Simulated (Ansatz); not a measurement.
# C4H6AlFO2: a ladder of functionals and wavefunction methods

An exercise on one series of results from a longer session: the logs are not shown, and one member is left open.

The runs use Ansatz 0.2.0, Gaussian basis; functionals in def2-TZVPP, the program's frozen cores in correlated methods.

Levels to be run: LDA (SPW92), PBE-D4, revPBE-D4, BLYP-D4, r2SCAN-D4, B97M-V, PBE0-D4, B3LYP-D4, r2SCANh-D4, r2SCAN0-D4, HSE06-D4, BHLYP-D4, CAM-B3LYP-D4, LC-ωPBE, ωB97X-V, ωB97M-V, B2PLYP, PBE-QIDH; CCSD(T)/def2-SVP; MP2/def2-TZVPP; MP2/def2-QZVPP; RPA on PBE.

### Structure used throughout

All runs share one geometry, relaxed beforehand with PBE0-D4 in a triple-zeta def2 set.

SMILES `[CH3][Al-]1([F])[O]C=CC=[O+]1`, 14 atoms, charge 0, spin multiplicity 1.

Atoms are counted from 1 here; the program's logs count them from 0.

Bond lengths: C1–Al2 1.935 Å, C1–H9 1.094 Å, C1–H10 1.094 Å, C1–H11 1.094 Å, Al2–F3 1.661 Å, Al2–O4 1.836 Å, Al2–O8 1.836 Å, O4–C5 1.266 Å, C5–C6 1.389 Å, C5–H12 1.094 Å, C6–C7 1.389 Å, C6–H13 1.080 Å, C7–O8 1.266 Å, C7–H14 1.094 Å. Angles: Al2–C1–H9 111.4°, Al2–C1–H10 112.1°, Al2–C1–H11 111.4°, H9–C1–H10 107.3°, H9–C1–H11 106.9°, H10–C1–H11 107.4°, C1–Al2–F3 120.4°, C1–Al2–O4 113.0°, C1–Al2–O8 113.0°, F3–Al2–O4 106.1°, F3–Al2–O8 106.1°, O4–Al2–O8 95.1°, Al2–O4–C5 125.5°, O4–C5–C6 125.7°, O4–C5–H12 115.7°, C6–C5–H12 118.6°, C5–C6–C7 121.5°, C5–C6–H13 119.2° and more.

Geometry (Å):

```tsv
atom	x (Å)	y (Å)	z (Å)
C1	0.4558	-2.4274	-0.6044
Al2	0.6812	-0.7923	0.4059
F3	1.7656	-0.7235	1.6620
O4	1.0381	0.6642	-0.6539
C5	0.4077	1.7620	-0.6329
C6	-0.7381	2.0250	0.1076
C7	-1.3274	1.0505	0.9036
O8	-0.9007	-0.1308	1.0631
H9	0.1203	-3.2489	0.0356
H10	-0.2798	-2.3179	-1.4067
H11	1.3958	-2.7456	-1.0648
H12	0.8120	2.5541	-1.2708
H13	-1.1949	3.0021	0.0443
H14	-2.2485	1.2993	1.4400
```

The first run:

Contents of in.yaml:

```yaml
crystal:
  periodic: [false, false, false]
  atoms:
    - {symbol: C, position_ang: [0.455817, -2.427437, -0.604423]}
    - {symbol: Al, position_ang: [0.681214, -0.792260, 0.405943]}
    - {symbol: F, position_ang: [1.765635, -0.723527, 1.662024]}
    - {symbol: O, position_ang: [1.038111, 0.664188, -0.653905]}
    - {symbol: C, position_ang: [0.407683, 1.761972, -0.632937]}
    - {symbol: C, position_ang: [-0.738108, 2.024982, 0.107649]}
    - {symbol: C, position_ang: [-1.327441, 1.050517, 0.903634]}
    - {symbol: O, position_ang: [-0.900710, -0.130785, 1.063126]}
    - {symbol: H, position_ang: [0.120348, -3.248905, 0.035556]}
    - {symbol: H, position_ang: [-0.279808, -2.317909, -1.406696]}
    - {symbol: H, position_ang: [1.395793, -2.745635, -1.064847]}
    - {symbol: H, position_ang: [0.812015, 2.554124, -1.270814]}
    - {symbol: H, position_ang: [-1.194885, 3.002093, 0.044255]}
    - {symbol: H, position_ang: [-2.248462, 1.299281, 1.440034]}
basis:
  gaussian: {orbitals: def2-TZVPP}
hamiltonian: {xc: lda}
output: {orbitals: {seedname: orbitals}}
```

On the command line:

```bash
$ ansatz run in.yaml --threads 4 --pin off --events-out ev --progress --plain --max-ram 11315MiB
```

Among the steps run: LDA; PBE-D4 (GGA); revPBE-D4 (GGA); BLYP-D4 (GGA); r2SCAN-D4 (meta-GGA); B97M-V (meta-GGA); PBE0-D4 (hybrid); B3LYP-D4 (hybrid); r2SCANh-D4 (hybrid); r2SCAN0-D4 (hybrid); HSE06-D4 (hybrid); BHLYP-D4 (hybrid); CAM-B3LYP-D4 (range-separated); LC-ωPBE (range-separated); ωB97X-V (range-separated); ωB97M-V (range-separated); B2PLYP (double hybrid); PBE-QIDH (double hybrid).

One of the session's tables, all rows but one given; the rest of the session is left out.

It belongs to the step «Frontier levels by functional». 

```
  functional  HOMO (eV)  LUMO (eV)  gap (eV)
 LDA (SPW92)      -6.84      -3.71      3.13
      PBE-D4      -6.67      -3.44      3.23
   revPBE-D4      -6.59      -3.34      3.25
     BLYP-D4      -6.52      -3.31      3.21
   r2SCAN-D4      -6.90      -3.33      3.58
      B97M-V      -6.94      -3.23      3.71
     PBE0-D4      -7.86      -2.55      5.31
    B3LYP-D4      -7.65      -2.77      4.88
  r2SCANh-D4      -7.36      -2.99      4.37
  r2SCAN0-D4      -8.03      -2.48      5.55
    HSE06-D4      -7.46      -2.93      4.53
    BHLYP-D4      -8.90      -1.50      7.40
CAM-B3LYP-D4      -9.16      -1.45      7.71
     LC-ωPBE     -10.43      -0.33     10.10
     ωB97X-V          ?          ?         ?
     ωB97M-V     -10.01      -0.41      9.60
```

Estimate the missing values for ωB97X-V.

As computed: HOMO (eV): -10.10; LUMO (eV): -0.35; gap (eV): 9.75. In the column «HOMO (eV)» it lies between LC-ωPBE (-10.43) and ωB97M-V (-10.01).
